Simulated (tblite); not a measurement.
# C5H11BN2: the cost of one run

Computed with tblite 0.8.0 and PySCF 2.14.0, with density-fitted response routines of our own, on a single molecule in the gas phase. Atoms count from 0, in the outputs and in this text.

### Step 1. The molecule as given

19 atoms, charge 0, multiplicity 1; geometry from: force field or distance geometry start.

Bonds of the start (Å): C0–N1 1.14, N1–B2 1.51, B2–C3 1.57, C3–C4 1.35, B2–N5 1.57, N5–C6 1.47, N5–C7 1.46, C0–H8 1.06, B2–H9 1.19, C3–H10 1.08, C4–H11 1.08, C4–H12 1.08, C6–H13 1.11, C6–H14 1.11, C6–H15 1.11, C7–H16 1.11, C7–H17 1.11, C7–H18 1.12.

### Step 2. Optimising the geometry with GFN2-xTB

Job settings and geometry (Å):

```
{"job": {"kind": "relax", "xc": "GFN2-xTB", "basis": "xTB"}, "charge": 0, "multiplicity": 1}
C     -0.345000     2.631200    -0.937800
N      0.077000     1.588300    -0.730600
B      0.654900     0.226100    -0.442300
C      1.728300     0.330100     0.700200
C      2.440000    -0.744500     1.091200
N     -0.486700    -0.780600    -0.061100
C     -1.333600    -0.283200     1.033000
C     -1.300400    -1.120000    -1.222300
H     -0.747200     3.591000    -1.133200
H      1.199400    -0.152000    -1.425800
H      1.896900     1.273400     1.199800
H      3.174000    -0.653600     1.877000
H      2.293800    -1.709300     0.621200
H     -2.036000    -1.084500     1.350800
H     -0.723900    -0.018800     1.928300
H     -1.926300     0.606500     0.739600
H     -1.831100    -0.227500    -1.628200
H     -0.679100    -1.578300    -2.026500
H     -2.065000    -1.885000    -0.940800
```

The run is started by

```console
$ OMP_NUM_THREADS=1 python probes_run.py task.json out
```

The driver reads the jobs from task.json and runs them one after another.

**Question.** How long does this first job take on 1 thread of Arm Neoverse V1, shared host, and how much memory does it need?

About 1.2 s, with a peak of 0.18 GiB.
